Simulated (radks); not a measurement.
# Hf²⁷⁺ in [Kr] 4d9: an all-electron calculation

One table from this session's results is given with a row withheld; the runs are named, their logs left out.

Program: radks (a radial shooting solver on a logarithmic mesh, Libxc functionals) version 1. Level of theory: scalar-relativistic Kohn-Sham, exchange-only B88, spin-polarised, spherical densities, finite nucleus; open shells are filled with parallel spins first. These are calculated values, not measurements, unless marked.

### What is computed

| Property | Result |
| --- | --- |
| element | hafnium (Z = 72) |
| charge | +27 |
| electrons | 45 |
| configuration | [Kr] 4d9 |
| nuclear rms radius | 5.347 fm |

The outer shells:

Hf²⁷⁺
```
[Kr] core
4d [↑↓][↑↓][↑↓][↑↓][↑ ]
```

Set-up of the first run:

Input:

```text
Z 72
configuration [Kr] 4d9
relativity scalar-relativistic
functional b88,
spin polarised
nucleus finite rms 5.347 fm
c 137.035999084
```

One of the session's tables, all rows but one given; the rest of the session is left out.

It belongs to the step «Orbitals and density». From the orbitals of this run (lengths in bohr):

```
  level      <r>  outermost maximum (interpolated)  90 % within  nodes
  1s up  0.01899                            0.0119       0.0345      0
1s down  0.01899                            0.0119       0.0345      0
  2s up  0.08041                            0.0681        0.125      1
2s down  0.08041                            0.0681        0.125      1
  2p up  0.07175                            0.0557        0.117      0
2p down  0.07175                            0.0557        0.117      0
  3s up   0.2080                             0.192        0.305      2
3s down   0.2080                             0.192        0.305      2
  3p up   0.2076                             0.190        0.310      1
3p down   0.2076                             0.190        0.310      1
  3d up   0.1881                             0.155        0.291      0
3d down   0.1881                             0.155        0.291      0
  4s up   0.4406                             0.424        0.626      3
4s down   0.4407                             0.424        0.626      3
  4p up   0.4579                             0.439        0.656      2
4p down   0.4580                             0.439        0.656      2
  4d up        ?                                 ?            ?      ?
4d down   0.4664                             0.440        0.682      1
```

Q: Estimate the row for 4d up from the others.

As computed: <r>: 0.4662; outermost maximum (interpolated): 0.440; 90 % within: 0.682; nodes: 1. In the column «<r>» it lies between 4p down (0.4580) and 4d down (0.4664).

Caveats from the session: Open shells are spherical and high-spin; term and fine-structure splittings are not resolved.
